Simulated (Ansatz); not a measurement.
# ClGaH2O: the cost of one run

Method: RHF/def2-SVP, in Ansatz 0.2.0.

### Step 1. Starting point

Bond lengths: Ga1–O2 1.790 Å, O2–H3 1.010 Å, Ga1–H4 1.570 Å, Ga1–Cl5 2.240 Å. Angles: Ga1–O2–H3 109.5°, O2–Ga1–H4 120.0°, O2–Ga1–Cl5 120.0°, H4–Ga1–Cl5 120.0°.

Structure file:

```xyz
5

Ga    0.0000    0.0000    0.0000
O     0.0000    0.0000    1.7900
H    -0.9095   -0.2814    2.1271
H     1.3596    0.0000   -0.7850
Cl   -1.9398    0.0000   -1.1200
```

### Step 2. Relaxing the start

Input file input.yaml:

```yaml
crystal:
  periodic: [false, false, false]
  atoms:
    - { symbol: Ga, position_ang: [0.0, 0.0, 0.0] }
    - { symbol: O, position_ang: [0.0, 0.0, 1.79] }
    - { symbol: H, position_ang: [-0.9095, -0.2814, 2.1271] }
    - { symbol: H, position_ang: [1.3596, 0.0, -0.785] }
    - { symbol: Cl, position_ang: [-1.9398, 0.0, -1.12] }
basis:
  gaussian: { orbitals: def2-SVP }
hamiltonian:
  xc: hf
relax:
  f_tol: 0.02
  max_steps: 40
```

Run with:

```bash
ansatz run input.yaml --threads 2 --pin off --max-ram 3072MiB --backend cpu --events-out ev --progress --plain --runs-dir out
```

**Question.** How long does this run take on 2 threads of Arm Neoverse V1, shared host, and how much memory does it need?

About 5.8 s, with a peak of 0.14 GiB.
